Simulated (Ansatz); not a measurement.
Born–Oppenheimer molecular dynamics of a periodic cell of 16 atoms, Li (start crystal Li, start structure bcc, volume 1.1 times the crystal's). It starts from a structure without forces on its atoms.

The calculation used DFT PBE, scalar-relativistic, plane waves, PAW in Ansatz 0.2.0. Settings: accuracy low, cutoff 420 eV, k mesh 2x2x2, fermi-dirac smearing 0.11 eV, no spin polarisation.

```
ensemble                      : NVE (velocity Verlet)
time step                     : 1.5 fs
steps asked                   : 290
starting velocities drawn for : 2600 K
seed                          : 195384
```

First frame:

```xyz
16
Lattice="7.2053 0.0000 0.0000 0.0000 7.2053 0.0000 0.0000 0.0000 7.2053" Properties=species:S:1:pos:R:3
Li 0.000 0.000 0.000
Li 3.603 0.000 0.000
Li 0.000 3.603 0.000
Li 0.000 0.000 3.603
Li 1.801 1.801 1.801
Li 3.603 3.603 0.000
Li 3.603 0.000 3.603
Li 5.404 1.801 1.801
Li 0.000 3.603 3.603
Li 1.801 5.404 1.801
Li 1.801 1.801 5.404
Li 3.603 3.603 3.603
Li 5.404 5.404 1.801
Li 5.404 1.801 5.404
Li 1.801 5.404 5.404
Li 5.404 5.404 5.404
```

What does the run give?

All steps were run.

```
steps done                                               : 290
time covered                                             : 435 fs
mean temperature over the second half                    : 1093 K
spread of the potential energy over the second half      : 22.2 meV per atom
mean potential energy of the second half above the start : 182.8 meV per atom
```

The conserved energy stayed within 0.23 meV per atom of its start (net change 0.12 meV per atom), so the integration is sound. Over the second half the temperature averaged 0.42 of the 2600 K drawn at the start: a run that starts near a minimum puts about half its kinetic energy into the potential. A run of 0.43 ps of so small a system gives no equilibrium averages. Limits of this set-up: coarse k mesh, low accuracy level.

What happens to the structure?

Mean squared displacements from the first frame to the last, about the centre of mass: Li 5.06 Å². Another seed would give other details.

How do temperature and energy run in time?


```json
{"time (fs)": "0.0", "T (K)": "2600", "potential energy less start (eV)": "0.000", "conserved less start (meV/atom)": "0.00"}
{"time (fs)": "13.5", "T (K)": "1988", "potential energy less start (eV)": "1.188", "conserved less start (meV/atom)": "0.03"}
{"time (fs)": "27.0", "T (K)": "955", "potential energy less start (eV)": "3.194", "conserved less start (meV/atom)": "0.22"}
{"time (fs)": "40.5", "T (K)": "948", "potential energy less start (eV)": "3.205", "conserved less start (meV/atom)": "0.09"}
{"time (fs)": "54.0", "T (K)": "1070", "potential energy less start (eV)": "2.968", "conserved less start (meV/atom)": "0.09"}
{"time (fs)": "67.5", "T (K)": "1061", "potential energy less start (eV)": "2.986", "conserved less start (meV/atom)": "0.14"}
{"time (fs)": "81.0", "T (K)": "1287", "potential energy less start (eV)": "2.547", "conserved less start (meV/atom)": "0.09"}
{"time (fs)": "94.5", "T (K)": "1426", "potential energy less start (eV)": "2.278", "conserved less start (meV/atom)": "0.06"}
{"time (fs)": "108.0", "T (K)": "1129", "potential energy less start (eV)": "2.854", "conserved less start (meV/atom)": "0.11"}
{"time (fs)": "121.5", "T (K)": "1021", "potential energy less start (eV)": "3.065", "conserved less start (meV/atom)": "0.16"}
{"time (fs)": "135.0", "T (K)": "1343", "potential energy less start (eV)": "2.437", "conserved less start (meV/atom)": "0.06"}
{"time (fs)": "148.5", "T (K)": "1282", "potential energy less start (eV)": "2.557", "conserved less start (meV/atom)": "0.12"}
{"time (fs)": "162.0", "T (K)": "1196", "potential energy less start (eV)": "2.723", "conserved less start (meV/atom)": "0.11"}
{"time (fs)": "175.5", "T (K)": "1124", "potential energy less start (eV)": "2.864", "conserved less start (meV/atom)": "0.11"}
{"time (fs)": "189.0", "T (K)": "1096", "potential energy less start (eV)": "2.919", "conserved less start (meV/atom)": "0.13"}
{"time (fs)": "202.5", "T (K)": "1192", "potential energy less start (eV)": "2.731", "conserved less start (meV/atom)": "0.11"}
{"time (fs)": "216.0", "T (K)": "1258", "potential energy less start (eV)": "2.604", "conserved less start (meV/atom)": "0.11"}
{"time (fs)": "229.5", "T (K)": "1244", "potential energy less start (eV)": "2.630", "conserved less start (meV/atom)": "0.10"}
{"time (fs)": "243.0", "T (K)": "1139", "potential energy less start (eV)": "2.835", "conserved less start (meV/atom)": "0.11"}
{"time (fs)": "256.5", "T (K)": "1075", "potential energy less start (eV)": "2.959", "conserved less start (meV/atom)": "0.12"}
{"time (fs)": "270.0", "T (K)": "1116", "potential energy less start (eV)": "2.879", "conserved less start (meV/atom)": "0.12"}
{"time (fs)": "283.5", "T (K)": "1196", "potential energy less start (eV)": "2.723", "conserved less start (meV/atom)": "0.12"}
{"time (fs)": "297.0", "T (K)": "1235", "potential energy less start (eV)": "2.648", "conserved less start (meV/atom)": "0.10"}
{"time (fs)": "310.5", "T (K)": "1116", "potential energy less start (eV)": "2.878", "conserved less start (meV/atom)": "0.12"}
{"time (fs)": "324.0", "T (K)": "1047", "potential energy less start (eV)": "3.014", "conserved less start (meV/atom)": "0.17"}
{"time (fs)": "337.5", "T (K)": "1277", "potential energy less start (eV)": "2.566", "conserved less start (meV/atom)": "0.07"}
{"time (fs)": "351.0", "T (K)": "1127", "potential energy less start (eV)": "2.857", "conserved less start (meV/atom)": "0.09"}
{"time (fs)": "364.5", "T (K)": "777", "potential energy less start (eV)": "3.536", "conserved less start (meV/atom)": "0.11"}
{"time (fs)": "378.0", "T (K)": "623", "potential energy less start (eV)": "3.837", "conserved less start (meV/atom)": "0.16"}
{"time (fs)": "391.5", "T (K)": "980", "potential energy less start (eV)": "3.142", "conserved less start (meV/atom)": "0.10"}
{"time (fs)": "405.0", "T (K)": "1345", "potential energy less start (eV)": "2.434", "conserved less start (meV/atom)": "0.05"}
{"time (fs)": "418.5", "T (K)": "1164", "potential energy less start (eV)": "2.785", "conserved less start (meV/atom)": "0.09"}
{"time (fs)": "432.0", "T (K)": "893", "potential energy less start (eV)": "3.312", "conserved less start (meV/atom)": "0.12"}
```

The run took 12 min on 1 thread of AMD EPYC 7B13 (Zen 3) (shared host), peak memory 0.61 GiB.
